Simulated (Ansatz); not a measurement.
# SiGeH3 (quartet): wave-function methods side by side, cc-pVTZ

How much of the correlation energy of SiGeH3 (quartet) does each wave-function method recover here?

Program: Ansatz 0.2.0, Gaussian basis. Level of theory: cc-pVTZ, core rule «outside noble gas», up to 19 orbitals frozen. These are calculated values, not measurements.

Plan: UHF; CCSD(T) on ROHF; CCSD(T) on UHF; BCCD(T) on ROHF; CCSDT(Q) on ROHF; CCSDT(Q) on UHF; CASSCF and NEVPT2, 11 electrons in 11 orbitals.

5 further runs of the same task are left out: 5 set aside as unsound or not needed.

## 1. The system

The geometry is a PBE0/def2-TZVP stationary point (not a proven minimum) of the parent state, kept for this charge and spin. No spin-orbit coupling is included. The filled d shell of Ge may be among the frozen orbitals whatever the setting's name suggests; the logs give the count.

5 atoms, charge 0, spin multiplicity 4.

Atoms are counted from 1 here; the program's logs count them from 0.

Bond lengths: Si1–Ge2 2.420 Å, Ge2–H3 1.550 Å, Ge2–H4 1.543 Å, Ge2–H5 1.543 Å. Angles: Si1–Ge2–H3 102.9°, Si1–Ge2–H4 116.0°, Si1–Ge2–H5 116.0°, H3–Ge2–H4 106.8°, H3–Ge2–H5 106.8°, H4–Ge2–H5 107.6°.

## 2. UHF

The input, in.yaml:

```yaml
crystal:
  periodic: [false, false, false]
  atoms:
    - {symbol: Si, position_ang: [0.006312, -0.000001, 1.781521]}
    - {symbol: Ge, position_ang: [0.001520, 0.000000, -0.638687]}
    - {symbol: H, position_ang: [-1.510450, -0.000015, -0.981329]}
    - {symbol: H, position_ang: [0.612502, 1.244920, -1.315333]}
    - {symbol: H, position_ang: [0.612528, -1.244907, -1.315334]}
basis:
  gaussian: {orbitals: cc-pVTZ}
magnetization: {spin_polarized: true, initial_magnetization: 3}
hamiltonian: {xc: hf}
output: {orbitals: {seedname: orbitals}}
```

Started as:

```console
> ansatz run in.yaml --threads 1 --pin off --events-out ev --progress --plain --max-ram 4096MiB --backend cpu
```

The runs that follow: CCSD(T) on ROHF; CCSD(T) on UHF; BCCD(T) on ROHF; CCSDT(Q) on ROHF; CCSDT(Q) on UHF; CASSCF and NEVPT2, 11 electrons in 11 orbitals.

Q: Predict the results of all the runs planned. Wanted: UCCSDT(Q) below the RHF energy; RMP2 from UCCSDT(Q); UMP2 from UCCSDT(Q); RCCSD from UCCSDT(Q); RCCSD(T) from UCCSDT(Q); UCCSD(T) from UCCSDT(Q); RCCSDT(Q) from UCCSDT(Q); NEVPT2 valence from UCCSDT(Q); T1 diagnostic.

The runs gave:

| quantity | value |
| --- | --- |
| UCCSDT(Q) below the RHF energy | -6.3473 eV |
| RMP2 from UCCSDT(Q) | +128.0 kJ/mol |
| UMP2 from UCCSDT(Q) | +127.8 kJ/mol |
| RCCSD from UCCSDT(Q) | +27.9 kJ/mol |
| RCCSD(T) from UCCSDT(Q) | +5.4 kJ/mol |
| UCCSD(T) from UCCSDT(Q) | +5.2 kJ/mol |
| RCCSDT(Q) from UCCSDT(Q) | +0.3 kJ/mol |
| NEVPT2 valence from UCCSDT(Q) | +125.2 kJ/mol |
| levels within 1 kcal/mol (43 meV) | RCCSDT, UCCSDT, RCCSDT(Q) |
| T1 diagnostic | 0.031 |
| effectively unpaired electrons | 3.02 |

**Reading.** RCCSD(T) lands +5.4 kJ/mol from the yardstick (0.9 % of the correlation energy). One determinant dominates. These misses are within one basis, not against nature; the frozen cores of restricted and unrestricted runs differ, which can shift their rows.
